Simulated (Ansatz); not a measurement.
A first try at a check of PAW against all-electron LAPW of In₃Sb, space group Pm-3m, using Ansatz's Python interface.

`paw_lapw.py`
```python
import ansatz
import numpy as np
import pandas as pd


def count_gap(report):
    # lowest empty less highest filled band, counting bands; zero where they overlap
    return max(report.get("gap_by_band_count_ev") or 0.0, 0.0)

system = (
    ansatz.Lattice.from_parameters(4.836962, 4.836962, 4.836962, alpha=90.0, beta=90.0, gamma=90.0)
    .atom("In", (0.5, 0.5, 0.0))
    .atom("In", (0.5, 0.0, 0.5))
    .atom("In", (0.0, 0.5, 0.5))
    .atom("Sb", (0.0, 0.0, 0.0))
)

base = system.calculation()
base = base.functional("pbesol")
base = base.kpoints(4)
base = base.occupations("Fixed")
base = base.stress()
base = base.forces()
base = base.band_table()
variants = {
    "PAW": base.pseudopotentials("paw"),
    "LAPW": base.pseudopotentials("all_electron", lapw=True),
}
rows = []
for label, variant in variants.items():
    data = variant.run().report
    levels = np.array(data["eigenvalues_ev"][0]) - data["fermi_energy_ev"]
    print(label, "levels at the first k-point near E_F:", np.round(levels[np.abs(levels) < 5], 3))
    rows.append((label, data["n_electrons"], np.trace(data["stress_gpa"]) / 3, count_gap(data)))
print(pd.DataFrame(rows, columns=["treatment", "electrons in bands", "P GPa", "gap by band count eV"]).round(4).to_string(index=False))
```

```console
$ python paw_lapw.py
DeckWarning: basis.ecutwfc = 420 eV, auto-derived from the records' recommended cutoffs: set by In (normal level)
RunWarning: iter 1: σ=0 fill of 27 bands saw a band overlap (occupied 9.6891 eV > unoccupied 6.2709 eV) — on an unconverged iterate often a transient of an unconverged empty band; one that stands at the close is told there (band_overlap_at_count); if the run fails to converge, the spectrum is likely genuinely metallic [...]
RunWarning: a fill by count may have filled part of one level: at k-index 2 the highest filled band, 9.134193 eV, and the lowest empty band, 9.134193 eV, stand 1.243e-14 eV apart, within the solve's uncertainty, 3.162e-4 eV. If they are one level, whatever splits it, however little, can move the result. A smearing [...]
RunWarning: the bands overlap at the fill by count (27 filled at each k-point of a channel): the highest filled level, 9.732231 eV at k-index 1, stands 3.6168 eV over the lowest empty one, 6.115401 eV at k-index 9, so that a fill of the lowest levels lies lower and no gap is reported. A metal, or a carrier in a host's [...]
PAW levels at the first k-point near E_F: [-3.102 -3.102 -3.102 -2.74  -2.74   1.92   1.92   1.92   3.487  3.487
  3.487]
LAPW levels at the first k-point near E_F: [-3.103 -3.103 -3.103 -2.74  -2.74   1.921  1.921  1.921  3.485  3.485
  3.485]
treatment  electrons in bands   P GPa  gap by band count eV
      PAW                54.0 -1.1872                   0.0
     LAPW                86.0 -1.1821                   0.0
```
(Warnings from the package without file and line, shortened, repeats left out.)

No error stopped it. What is wrong with the input all the same?

The fault: fixed occupations, though the bands overlap at this level of theory. Mended:

`paw_lapw.py`
```python
import ansatz
import numpy as np
import pandas as pd


def count_gap(report):
    # lowest empty less highest filled band, counting bands; zero where they overlap
    return max(report.get("gap_by_band_count_ev") or 0.0, 0.0)

system = (
    ansatz.Lattice.from_parameters(4.836962, 4.836962, 4.836962, alpha=90.0, beta=90.0, gamma=90.0)
    .atom("In", (0.5, 0.5, 0.0))
    .atom("In", (0.5, 0.0, 0.5))
    .atom("In", (0.0, 0.5, 0.5))
    .atom("Sb", (0.0, 0.0, 0.0))
)

base = system.calculation()
base = base.functional("pbesol")
base = base.kpoints(4)
base = base.occupations("fermi_dirac", width=0.05)
base = base.stress()
base = base.forces()
base = base.band_table()
variants = {
    "PAW": base.pseudopotentials("paw"),
    "LAPW": base.pseudopotentials("all_electron", lapw=True),
}
rows = []
for label, variant in variants.items():
    data = variant.run().report
    levels = np.array(data["eigenvalues_ev"][0]) - data["fermi_energy_ev"]
    print(label, "levels at the first k-point near E_F:", np.round(levels[np.abs(levels) < 5], 3))
    rows.append((label, data["n_electrons"], np.trace(data["stress_gpa"]) / 3, count_gap(data)))
print(pd.DataFrame(rows, columns=["treatment", "electrons in bands", "P GPa", "gap by band count eV"]).round(4).to_string(index=False))
```

After the fix:

Output of `python paw_lapw.py`:
```text
DeckWarning: basis.ecutwfc = 420 eV, auto-derived from the records' recommended cutoffs: set by In (normal level)
PAW levels at the first k-point near E_F: [-2.999 -2.999 -2.999 -2.56  -2.56   2.072  2.072  2.072  3.635  3.635
  3.635]
LAPW levels at the first k-point near E_F: [-2.999 -2.999 -2.999 -2.56  -2.56   2.072  2.072  2.072  3.634  3.634
  3.634]
treatment  electrons in bands   P GPa  gap by band count eV
      PAW                54.0 -3.1868                   0.0
     LAPW                86.0 -3.1802                   0.0
```
(Warnings from the package without file and line.)

Reading the output:
- The computed bands are complete only to about 3.4 eV above the Fermi level.
- For a metal this k-point mesh is coarse: on a finer one energies can move by several to tens of meV an atom and pressures by half a GPa or more, differences at one mesh by less.
- A gap by band count of zero or less means overlapping bands, a metal.
- The structure comes from a database of computed cells and needn't be a stable or known phase.
- Gaps and levels are Kohn-Sham values on a finite set of k-points, without spin-orbit coupling.
- Pressure is positive in compression; the treatments may keep other shells as core, so totals and counts of electrons can differ.
- Finished in 14 s on 1 thread of Arm Neoverse V2, with other jobs on the host, peak memory 0.57 GiB.

(Lines on the test bed's own set-up are left out of the output.)
